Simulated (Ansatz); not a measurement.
Consider a comparison of functionals at one structure of Hg, space group P6_3/mmc (Ansatz 0.2.0 through its Python package).

`run_xc.py`:
```python
import logging
import sys
import warnings

import ansatz as az
from pymatgen.core import Lattice, Structure
from pymatgen.io.ase import AseAtomsAdaptor
from tabulate import tabulate

logging.basicConfig(stream=sys.stdout, format="%(name)s: %(message)s")
logger = logging.getLogger("ansatz_job")
logger.setLevel(logging.INFO)

warnings.simplefilter("ignore", az.DeckWarning)

pmg_structure = Structure(
    Lattice([(3.46181, 0.0, 0.0), (-1.730905, 2.998015, 0.0), (0.0, 0.0, 5.487548)]),
    ["Hg", "Hg"],
    [
        (2 / 3, 1 / 3, 0.75),
        (1 / 3, 2 / 3, 0.25),
    ],
)
hg = az.Crystal.from_ase(AseAtomsAdaptor.get_atoms(pmg_structure))

setup = (
    hg.calculation()
    .kpoints(10, 10, 6)
    .occupations("fermi_dirac", width=0.05)
    .stress()
)

rows = []
for value in ["lda", "blyp", "pbesol"]:
    summary = setup.functional(value).run(threads=1).report
    rows.append((value, summary["free_energy_ev"] / len(summary["lattice"]["sites"]), summary["n_iterations"], sum(summary["stress_gpa"][i][i] for i in range(3)) / 3, summary["n_kpoints"]))

print(tabulate(rows, headers=["functional", "F/atom (eV)", "iterations", "P (GPa)", "k-points"], floatfmt=".4f", tablefmt="github"))
```

Rank the functionals by the pressure that they give at this structure. What does the order say about their lattices?

From lowest to highest: LDA (-4.3 GPa), PBEsol (-2.5 GPa) and BLYP (4.9 GPa). At a fixed cell a lower pressure usually means a smaller equilibrium volume, so LDA prefers the smallest cell and BLYP the largest.

What the script printed:

`python run_xc.py` gives:
```text
| functional   |   F/atom (eV) |   iterations |   P (GPa) |   k-points |
|--------------|---------------|--------------|-----------|------------|
| lda          |   -13522.2767 |            6 |   -4.2571 |         56 |
| blyp         |   -13840.9466 |            6 |    4.9488 |         56 |
| pbesol       |   -13667.9408 |            6 |   -2.5092 |         56 |
```

Reading the output:
- BLYP can be off by several per cent in the lattices of metals, and by several GPa in the pressure at a fixed cell.
- Pressure is positive in compression.
- Spin-orbit coupling, which matters for elements this heavy, is left out.
- This isn't the structure that Hg takes at ambient conditions.
- Total energies of different functionals can't be compared; pressures, moments and gaps at this one structure can.
- Finished in 7.3 s on 1 thread of Arm Neoverse V2, on a shared host, peak memory 0.47 GiB.
